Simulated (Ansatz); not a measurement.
## GeH₅NOSi, SMILES O[SiH]1[NH][GeH2]1: a rigid scan of one bond angle, step by step

With Ansatz's Python interface.

The cells in order, each with its output:

**Cell 1**
```python
import ansatz as az
from ase import Atoms
```

**Cell 2**
```python
atoms = Atoms(['O', 'Si', 'N', 'Ge', 'H', 'H', 'H', 'H', 'H'], positions=[
    (-0.3095, 0.8511, -1.8079),
    (0.0548, 0.9569, -0.1569),
    (1.1928, -0.3185, 0.2265),
    (-0.2835, -0.9848, 0.9921),
    (-1.3067, 1.1642, -1.8649),
    (0.4265, 2.2529, 0.4709),
    (1.4188, -0.86, -0.6328),
    (-0.8258, -2.1939, 0.1713),
    (-0.2788, -0.9142, 2.5847),
])
```

**Cell 3**
```python
# relax first, so that the scan starts from a minimum
first = (
    az.Crystal.molecule_from_ase(atoms).calculation()
    .basis(gaussian='def2-SVP')
    .functional('cam_b3lyp')
    .relax(force_tolerance=0.02, max_steps=80)
)
atoms.positions = first.run(threads=1).report['positions_ang']
```

**Cell 4**
```python
rows = []
for angle in [90, 100, 110, 120, 135, 150, 165, 179]:
    bent = atoms.copy()
    bent.set_angle(1, 0, 4, angle, indices=[4])
    calc = (
        az.Crystal.molecule_from_ase(bent).calculation()
        .basis(gaussian='def2-SVP')
        .functional('cam_b3lyp')
    )
    rows.append((angle, calc.run(threads=1).report['free_energy_ev']))
floor = min(e for _, e in rows)
for angle, e in rows:
    print(f'angle Si1-O0-H4 = {angle:3d} deg   {1000 * (e - floor):9.1f} meV')
```
Output:
```text
angle Si1-O0-H4 =  90 deg       319.6 meV
angle Si1-O0-H4 = 100 deg       113.6 meV
angle Si1-O0-H4 = 110 deg        16.8 meV
angle Si1-O0-H4 = 120 deg         0.0 meV
angle Si1-O0-H4 = 135 deg        69.7 meV
angle Si1-O0-H4 = 150 deg       185.6 meV
angle Si1-O0-H4 = 165 deg       283.2 meV
angle Si1-O0-H4 = 179 deg       318.4 meV
```

The scan is rigid, and the energies are electronic, in a modest basis. The zero is the lowest point of the grid, which needn't be the minimum. Hardware and time: 86 s on 1 thread of Arm Neoverse V2, with other jobs on the host, peak memory 0.36 GiB.
